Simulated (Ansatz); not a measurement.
Run this with Ansatz 0.2.0, Python API and show what comes out.

`fermi.py`:
```python
"""Area of the Fermi surface of RuRh."""

import warnings

import ansatz

SCF_TOL = 1e-07
SMEARING = "fermi_dirac"
KMESH = (9, 9, 5)
FUNCTIONAL = "pbesol"
VDW = "d3bjatm"


def main() -> None:
    warnings.simplefilter("ignore", ansatz.DeckWarning)

    lattice = ansatz.Lattice.of(
        [2.7094, 0.0, 0.0],
        [-1.3547, 2.3464, 0.0],
        [0.0, 0.0, 4.2984],
    )
    sites = [
        ("Ru", [0.0, 0.0, 0.5]),
        ("Rh", [2 / 3, 1 / 3, 0.0]),
    ]
    xtal = ansatz.Crystal(lattice=lattice)
    for symbol, position in sites:
        xtal = xtal.atom(symbol, position)

    setup = xtal.calculation()
    setup = setup.scf(tolerance=SCF_TOL)
    setup = setup.occupations(SMEARING)
    setup = setup.kpoints(*KMESH)
    setup = setup.functional(FUNCTIONAL, dispersion=VDW)
    setup = setup.eigenstates(nscf_kmesh=(14, 14, 8), level_slopes=True)
    surface = setup.run(threads=1).fermi_surface().to_plain()
    for way, reading in surface.items():
        if reading:
            rho_lambda = [f"{v:.3e}" for v in reading["resistivity_times_mean_free_path_ohm_m2"]]
            print(f"{way:24s} area {reading['spin_summed_area_per_ang2']:8.3f} 1/A^2  rho*lambda (ohm m^2) {rho_lambda}")


if __name__ == "__main__":
    main()
```

`python fermi.py` gives:
```text
by_tetrahedra            area   58.915 1/A^2  rho*lambda (ohm m^2) ['4.818e-16', '4.818e-16', '6.133e-16']
by_slopes                area   60.649 1/A^2  rho*lambda (ohm m^2) ['4.980e-16', '4.980e-16', '5.167e-16']
on_every_second_point    area   52.574 1/A^2  rho*lambda (ohm m^2) ['5.021e-16', '5.021e-16', '8.505e-16']
```

What to keep in mind:
- Dispersion corrections can be off by several per cent in the lattices of metals, and by several GPa in the pressure at a fixed cell.
- For a metal this k-point mesh is coarse: on a finer one energies can move by several to tens of meV an atom and pressures by half a GPa or more, differences at one mesh by less.
- The structure comes from a database of computed cells and needn't be a stable or known phase.
- The three readings differ by the mesh error.
- The script silences the warnings on its input, which a real study should read.
- The whole script took 5.3 s on 1 thread of Intel(R) Xeon(R) Platinum 8375C CPU @ 2.90GHz (Ice Lake), on a shared host, peak memory 0.38 GiB.

(Lines on the test bed's own set-up are left out of the output.)
